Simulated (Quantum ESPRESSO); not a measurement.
Crystal: TiBr3.

```
CELL_PARAMETERS angstrom
4.65611 0.00000 0.00000
0.00000 4.65611 0.00000
0.00000 0.00000 4.65611
ATOMIC_POSITIONS crystal
Ti 0.00000 0.00000 0.00000
Br 0.00000 0.50000 0.50000
Br 0.50000 0.00000 0.50000
Br 0.50000 0.50000 0.00000
```

The cell was built by a generator and needn't be a form met in nature.

| Property | Result |
| --- | --- |
| Program | Quantum ESPRESSO 7.5 |
| Task | relaxation of cell and atoms |
| Functional | PBEsol |
| Potentials or basis | PseudoDojo 0.4.1 SR LDA stringent |
| Cutoff | 1143 eV |
| Density cutoff | 4572 eV |
| k mesh | 3 × 3 × 3 |
| Occupations | fermi-dirac, width 0.1 eV |
| Spin | no spin polarisation |

At the start: pressure -4.5 GPa; volume 25.24 Å³/atom.

Problem. How do energy, volume and symmetry change on relaxing?

Solution. Over 19 steps the energy falls by 40.2 meV/atom and the volume is 22.60 Å³/atom (-10.5 %); space group Pm-3m (No. 221, to 0.05 Å).

Step by step:
| step | energy change (eV) | largest force (eV/Å) | pressure (GPa) | volume (Å³) |
| --- | --- | --- | --- | --- |
| 1 | 0.0000 | 0.0000 | -4.49 | 100.94 |
| 2 | -0.0146 | 0.0000 | -4.33 | 100.41 |
| 3 | -0.0413 | 0.0000 | -3.99 | 99.37 |
| 4 | -0.0756 | 0.0000 | -3.48 | 97.89 |
| 5 | -0.1112 | 0.0000 | -2.76 | 96.04 |
| 6 | -0.1409 | 0.0000 | -1.83 | 93.94 |
| 7 | -0.1583 | 0.0000 | -0.70 | 91.70 |
| 8 | -0.1586 | 0.0000 | 0.61 | 89.45 |
| 9 | -0.1586 | 0.0000 | 0.60 | 89.46 |
| 10 | -0.1587 | 0.0000 | 0.58 | 89.49 |
| 11 | -0.1589 | 0.0000 | 0.55 | 89.53 |
| 12 | -0.1591 | 0.0000 | 0.52 | 89.59 |
| 13 | -0.1593 | 0.0000 | 0.48 | 89.65 |
| 14 | -0.1596 | 0.0000 | 0.43 | 89.73 |
| 15 | -0.1598 | 0.0000 | 0.38 | 89.82 |
| 16 | -0.1601 | 0.0000 | 0.31 | 89.93 |
| 17 | -0.1603 | 0.0000 | 0.23 | 90.06 |
| 18 | -0.1605 | 0.0000 | 0.14 | 90.21 |
| 19 | -0.1607 | 0.0000 | 0.04 | 90.39 |

Final structure:
```
Ti Br
1.0
     4.48786    0.00000    0.00000
     0.00000    4.48786    0.00000
     0.00000    0.00000    4.48786
Ti Br
1 3
Direct
  0.00000 0.00000 0.00000
  0.00000 0.50000 0.50000
  0.50000 0.00000 0.50000
  0.50000 0.50000 0.00000
```

Caveat: the k mesh is coarse (spacing up to 0.45 Å⁻¹), so the values aren't converged; the potentials were made for another functional, which shifts forces and pressure; an odd number of electrons without spin polarisation forces a metal; a magnetic or distorted state may lie lower.
